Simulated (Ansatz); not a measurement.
# CuI: properties at the relaxed cell

An exercise on one series of results from a longer session: the logs are not shown, and one member is left open.

The COD entry's cell or inner coordinates are ideal or old and differ from later refinements, so a difference from it is no clean test against experiment.

Method: DFT r2SCAN, scalar-relativistic, plane waves, PAW, in Ansatz 0.2.0.

1 further run of the same task is left out (set aside as unsound or not needed).

## The structure to begin with

Symmetry: F-43m, No. 216, cubic system. The conventional cell has a = 6.023 Å, b = 6.023 Å, c = 6.023 Å, α = 90.00°, β = 90.00°, γ = 90.00°. Cu (site symmetry -43m) is surrounded by 4 I at 2.61 Å. I (site symmetry -43m) has 4 Cu at 2.61 Å as nearest neighbours.

Structure file:

```cif
data_structure
_symmetry_space_group_name_H-M 'P 1'
_symmetry_Int_Tables_number 1
_cell_length_a 4.2592
_cell_length_b 4.2592
_cell_length_c 4.2592
_cell_angle_alpha 60.000
_cell_angle_beta 60.000
_cell_angle_gamma 60.000
_cell_volume 54.64
loop_
_atom_site_label
_atom_site_type_symbol
_atom_site_fract_x
_atom_site_fract_y
_atom_site_fract_z
_atom_site_occupancy
Cu1 Cu 0.25000 0.25000 0.25000 1
I1 I 0.00000 0.00000 0.00000 1
```

This cell was relaxed beforehand with the same method: volume 27.32 Å³/atom, gap on the mesh 1.67 eV.

Set-up of the first run:

Input file input.yaml:

```yaml
crystal:
  lattice:
    - [0.0, 3.0117341548, 3.0117341548]
    - [3.0117341548, 0.0, 3.0117341548]
    - [3.0117341548, 3.0117341548, 0.0]
  atoms:
    - { symbol: Cu, position: [0.25, 0.25, 0.25] }
    - { symbol: I, position: [0.0, 0.0, 0.0] }
basis:
  ecutwfc: 500
kpoints:
  mp_grid: { grid: [8, 8, 8] }
  band_path:
    path:
      - [[0.0, 0.0, 0.0], [-0.5, -0.5, 0.0], [-0.375, -0.375, 0.25]]
      - [[-0.375, 0.0, 0.375], [0.0, 0.0, 0.0], [0.0, 0.0, 0.5], [-0.5, -0.25, 0.25], [-0.5, -0.5, 0.0]]
    npoints: 14
hamiltonian:
  xc: r2scan
scf:
  occupations: { method: gaussian, width: 0.02 }
  n_extra_bands: 6
output:
  forces: true
  stress: true
  eigenvalues: true
  populations: true
  dos: { projected: true, de: 0.02, nscf_kmesh: { grid: [12, 12, 12] } }
  bader: true
  write_density: true
  write_potential: true
  elf: true
  volumetric_format: npy
```

Launch:

```sh
$ ansatz run input.yaml --threads 1 --pin off --max-ram 2560MiB --backend cpu --events-out ev --progress --plain --runs-dir out
```

Steps of the session up to this table: Bands, states and charges; Seeking the band edges over the whole zone; Levels beside the edges; Back to the database's cell; Dielectric function, independent particles; Volume × 0.97; Volume × 1.03; Point at V/V0 = 0.94; Point at V/V0 = 1.06; Point at V/V0 = 0.91; The cell scaled to 1.10 of its volume; The cell scaled to 0.88 of its volume.

One table of the session follows, with a row left open; its other results are not shown here.

It belongs to the step «Energy against volume». 

| volume (Å³/atom) | energy above the lowest point (meV/atom) | pressure (GPa) | gap on the mesh (eV) |
| --- | --- | --- | --- |
| 24.040 | 69.5 | 7.76 | 2.09 |
| 24.859 | ? | ? | ? |
| 25.679 | 15.1 | 3.16 | 1.86 |
| 26.499 | 3.5 | 1.43 | 1.76 |
| 27.318 | 0.0 | -0.01 | 1.67 |
| 28.138 | 3.2 | -1.21 | 1.58 |
| 28.957 | 12.0 | -2.20 | 1.50 |
| 30.050 | 30.8 | -3.27 | 1.41 |

Estimate the missing values for volume (Å³/atom) = 24.859.

Worked estimate for «energy above the lowest point (meV/atom)». A straight line through the neighbours (24.040, 69.5) and (25.679, 15.1) gives 69.5 + (15.1 − 69.5) × (24.859 − 24.040) / (25.679 − 24.040) = 42.3; a parabola fitted to 3 rows on both sides gives 37.1.

**Answer.** energy above the lowest point (meV/atom): 36.5; pressure (GPa): 5.25; gap on the mesh (eV): 1.97. In «energy above the lowest point (meV/atom)» the line misses by +5.8 and the parabola by +0.6.
